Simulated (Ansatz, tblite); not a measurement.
# Mer-Co(OH)3(H2O)3 (CoH9O6): a ladder of methods and basis sets

Aim: run the singlet of mer-Co(OH)3(H2O)3 (CoH9O6) at one geometry on many levels, and compare frontier levels, spin and run time.

Method: as each input shows; program: Ansatz 0.2.0, Gaussian basis.

The runs, in order: GFN1-xTB, GFN2-xTB, PBE-D4/def2-TZVP, r2SCAN-D4/def2-TZVP, HSE06-D4/def2-TZVP, CAM-B3LYP-D4/def2-TZVP, BLYP-D4/def2-TZVP, PBE-D4/def2-SVP, PBE0-D4/def2-SVP, MP2/def2-TZVP, RPA/def2-TZVP.

2 further runs of the same task are left out: 2 set aside as unsound or not needed. Runs told in other sessions of the task aren't counted.

## Step 1: The structure

The geometry is that of the singlet, from an earlier relaxation (PBE0-D4/def2-SVP).

16 atoms, charge 0, spin multiplicity 1.

Bond lengths: Co1–O2 1.865 Å, Co1–O3 1.896 Å, Co1–O4 1.821 Å, Co1–O5 2.017 Å, Co1–O6 1.950 Å, Co1–O7 1.948 Å, O2–H8 0.964 Å, O3–H9 0.963 Å, O4–H10 0.964 Å, O5–H11 0.965 Å, O5–H12 0.998 Å, O6–H13 1.029 Å, O6–H14 0.968 Å, O7–H15 0.988 Å, O7–H16 0.998 Å. Angles: O2–Co1–O3 170.9°, O2–Co1–O4 94.1°, O2–Co1–O5 94.8°, O2–Co1–O6 76.8°, O2–Co1–O7 101.1°, O3–Co1–O4 94.8°, O3–Co1–O5 76.2°, O3–Co1–O6 103.7°, O3–Co1–O7 79.1°, O4–Co1–O5 171.0°, O4–Co1–O6 95.5°, O4–Co1–O7 80.8°, O5–Co1–O6 87.4°, O5–Co1–O7 96.5°, O6–Co1–O7 175.7°, Co1–O2–H8 109.4°, Co1–O3–H9 111.8°, Co1–O4–H10 109.2° and more.

As a file:

```xyz
16
charge 0, multiplicity 1
Co    0.0595    0.0044    0.0454
O     0.0568    0.3919    1.8695
O    -0.2368   -0.3924   -1.7849
O     1.8617   -0.2410   -0.0342
O    -1.9387    0.1797   -0.1680
O     0.1370    1.9526    0.0877
O     0.1094   -1.9431    0.0771
H     0.8455    0.0169    2.2781
H     0.4405   -0.0046   -2.3486
H     2.2936    0.3959    0.5456
H    -2.4037   -0.5630    0.2364
H    -1.7469   -0.0515   -1.1200
H     0.1629    1.7358    1.0928
H    -0.7636    2.2651   -0.0778
H     1.0850   -1.8725    0.2163
H     0.0378   -1.8741   -0.9154
```

No spin-orbit coupling is included.

PBE0-D4/def2-TZVP was run before; its log isn't repeated, and its numbers join the tables.

## Step 2: GFN1-xTB

Tight binding, by tblite at 300 K electronic temperature and without a spin-polarisation term:

```python
tblite.interface.Calculator('GFN1-xTB', numbers, positions, charge=0, uhf=0).singlepoint()
```

Energy -993.9968 eV, HOMO -10.96 eV, LUMO -9.06 eV; 0.008 s.

## Step 3: GFN2-xTB

Tight binding, by tblite at 300 K electronic temperature and without a spin-polarisation term:

```python
tblite.interface.Calculator('GFN2-xTB', numbers, positions, charge=0, uhf=0).singlepoint()
```

Energy -887.7952 eV, HOMO -9.18 eV, LUMO -7.51 eV; 0.005 s.

## Step 4: PBE-D4/def2-TZVP

start.molden holds the orbitals of an earlier run on this state, given as this run's starting guess.

in.yaml

```yaml
crystal:
  periodic: [false, false, false]
  atoms:
    - {symbol: Co, position_ang: [0.059535, 0.004370, 0.045408]}
    - {symbol: O, position_ang: [0.056796, 0.391905, 1.869543]}
    - {symbol: O, position_ang: [-0.236768, -0.392361, -1.784869]}
    - {symbol: O, position_ang: [1.861665, -0.241036, -0.034249]}
    - {symbol: O, position_ang: [-1.938715, 0.179706, -0.168041]}
    - {symbol: O, position_ang: [0.136992, 1.952635, 0.087743]}
    - {symbol: O, position_ang: [0.109365, -1.943087, 0.077107]}
    - {symbol: H, position_ang: [0.845456, 0.016906, 2.278058]}
    - {symbol: H, position_ang: [0.440464, -0.004632, -2.348613]}
    - {symbol: H, position_ang: [2.293643, 0.395936, 0.545627]}
    - {symbol: H, position_ang: [-2.403670, -0.563048, 0.236447]}
    - {symbol: H, position_ang: [-1.746871, -0.051545, -1.120009]}
    - {symbol: H, position_ang: [0.162887, 1.735754, 1.092817]}
    - {symbol: H, position_ang: [-0.763578, 2.265145, -0.077799]}
    - {symbol: H, position_ang: [1.084992, -1.872532, 0.216269]}
    - {symbol: H, position_ang: [0.037796, -1.874115, -0.915450]}
basis:
  gaussian: {orbitals: def2-TZVP, initial_orbitals: start.molden}
hamiltonian: {xc: pbe, dispersion: d4}
scf: {omitted_lower_state_checks: [starts]}
output: {forces: true, orbitals: {seedname: orbitals}}
```

Run with:

```sh
$ ansatz run in.yaml --threads 4 --pin off --events-out ev --progress --plain --max-ram 4787MiB
```

After this run come: r2SCAN-D4/def2-TZVP; HSE06-D4/def2-TZVP; CAM-B3LYP-D4/def2-TZVP; BLYP-D4/def2-TZVP; PBE-D4/def2-SVP; PBE0-D4/def2-SVP; MP2/def2-TZVP; RPA/def2-TZVP.

Q: Predict the results of all the runs planned. Wanted: gap in def2-TZVP, named functionals, smallest and largest; correlation energy, MP2/def2-TZVP; binding an atom, functionals in def2-TZVP; PBE0 total energy, smallest basis above largest.

As calculated:

| quantity | value |
| --- | --- |
| gap in def2-TZVP, named functionals, smallest and largest | 1.42 eV (PBE-D4), 8.04 eV (CAM-B3LYP-D4) |
| correlation energy, MP2/def2-TZVP | -56.72 eV |
| binding an atom, functionals in def2-TZVP | 3.37 (PBE0-D4) to 3.56 eV (PBE-D4) |
| PBE0 total energy, smallest basis above largest | 20.25 eV (def2-SVP, def2-TZVP) |

What this shows: Orbital gaps of the named functionals in def2-TZVP span 1.42 eV (PBE-D4) to 8.04 eV (CAM-B3LYP-D4); exact exchange widens it.
